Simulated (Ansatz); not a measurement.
**GeHCl (triplet): the correlation ladder, cc-pVTZ**

An exercise on one series of results from a longer session: the logs are not shown, and one member is left open.

Program: Ansatz 0.2.0, Gaussian basis. Level of theory: cc-pVTZ, core rule «outside noble gas», up to 19 orbitals frozen. These are calculated values, not measurements.

The runs, in order: UHF; CCSD(T) on ROHF; CCSD(T) on UHF; BCCD(T) on ROHF; CCSDT(Q) on ROHF; CCSDT(Q) on UHF; CASSCF and MRCISD+Q, 12 electrons in 9 orbitals; CASSCF and NEVPT2, 12 electrons in 9 orbitals.

10 further runs of the same task are left out: 4 for a known fault of the program, 6 set aside as unsound or not needed.

**The geometry**

The geometry is a PBE0/def2-TZVP stationary point (not a proven minimum). No spin-orbit coupling is included. The filled d shell of Ge may be among the frozen orbitals whatever the setting's name suggests; the logs give the count.

3 atoms, charge 0, spin multiplicity 3.

Atoms are counted from 1 here; the program's logs count them from 0.

Bond lengths: Ge1–Cl2 2.148 Å, Ge1–H3 1.556 Å. Angles: Cl2–Ge1–H3 115.2°.

The first run:

in.yaml

```yaml
crystal:
  periodic: [false, false, false]
  atoms:
    - {symbol: Ge, position_ang: [0.000000, -0.039179, 0.691027]}
    - {symbol: Cl, position_ang: [0.000000, 0.042088, -1.455820]}
    - {symbol: H, position_ang: [0.000000, 1.343123, 1.405821]}
basis:
  gaussian: {orbitals: cc-pVTZ}
magnetization: {spin_polarized: true, initial_magnetization: 2}
hamiltonian: {xc: hf}
output: {orbitals: {seedname: orbitals}}
```

Command:

```bash
ansatz run in.yaml --threads 1 --pin off --events-out ev --progress --plain --max-ram 4096MiB --backend cpu
```

Among the steps run: UHF; CCSD(T) on ROHF; CCSD(T) on UHF; BCCD(T) on ROHF; CCSDT(Q) on ROHF; CCSDT(Q) on UHF; CASSCF and MRCISD+Q, 12 electrons in 9 orbitals; CASSCF and NEVPT2, 12 electrons in 9 orbitals.

One table of the session follows, with a row left open; its other results are not shown here.

```
          method  from UCCSDT(Q) (kJ/mol)
            ROHF                   +810.9
             UHF                   +802.9
            RMP2                   +113.8
            UMP2                   +112.0
           RCCSD                    +37.2
           UCCSD                    +35.8
        RCCSD(T)                     +5.5
        UCCSD(T)                     +4.3
         BCCD(T)                     +5.4
          RCCSDT                        ?
          UCCSDT                     +1.5
       RCCSDT(Q)                     +1.3
       UCCSDT(Q)                        0
  CASSCF valence                   +722.7
  NEVPT2 valence                   +165.9
  MRCISD valence                    +78.6
MRCISD+Q valence                    +15.3
```

**Question.** Estimate the row for RCCSDT.

As computed: from UCCSDT(Q) (kJ/mol): +2.8. In the column «from UCCSDT(Q) (kJ/mol)» it lies between UCCSDT (+1.5) and UCCSD(T) (+4.3).

With the free atoms at the same levels and basis (separate runs), the atomisation energy is 5.214 eV at UCCSDT(Q), 5.204 eV at RCCSD(T), 5.205 eV at UCCSD(T), 3.994 eV at ROHF.

Caveats from the session: Restricted and unrestricted rows rest on different reference determinants; where their highest levels disagree by more than a few hundredths of an eV, they describe different states and don't form one ladder.
